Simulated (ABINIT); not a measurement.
NbTe, 2 atoms in the cell. Symmetry: P-6m2, No. 187, hexagonal system. Conventional cell: a = 3.703 Å, b = 3.703 Å, c = 3.694 Å, α = 90.00°, β = 90.00°, γ = 120.00°. Around Te (site symmetry -6m2) lie 6 Nb at 2.83 Å. Nb (site symmetry -6m2) has 6 Te at 2.83 Å as nearest neighbours. The cell comes from a database or a generator and needn't be the stable form of this composition.

| Item | Value |
| --- | --- |
| Program | ABINIT 10.8.3 (patched build) |
| Task | band structure |
| Functional | PBE |
| Potentials or basis | PseudoDojo NC SR PBE v0.4.1 standard |
| Cutoff | 1116 eV |
| k mesh | 8 × 8 × 7 |
| Occupations | fermi-dirac, width 0.05 eV |
| Spin | no spin polarisation |

Potentials or basis: PseudoDojo NC SR PBE v0.4.1 standard.

The run is started by

```console
$ abinit run.abi > log 2>&1
```

Hardware: 1 thread of Arm Neoverse V1, with other jobs on the host.

Problem. How long does it take, and how much memory?

Solution. Wall time 3.4 min on 1 thread of Arm Neoverse V1, with other jobs on the host, peak memory 0.15 GiB. Counts: scf iterations 10, mpi ranks 1, k points 40, bands 19, plane waves 3734.
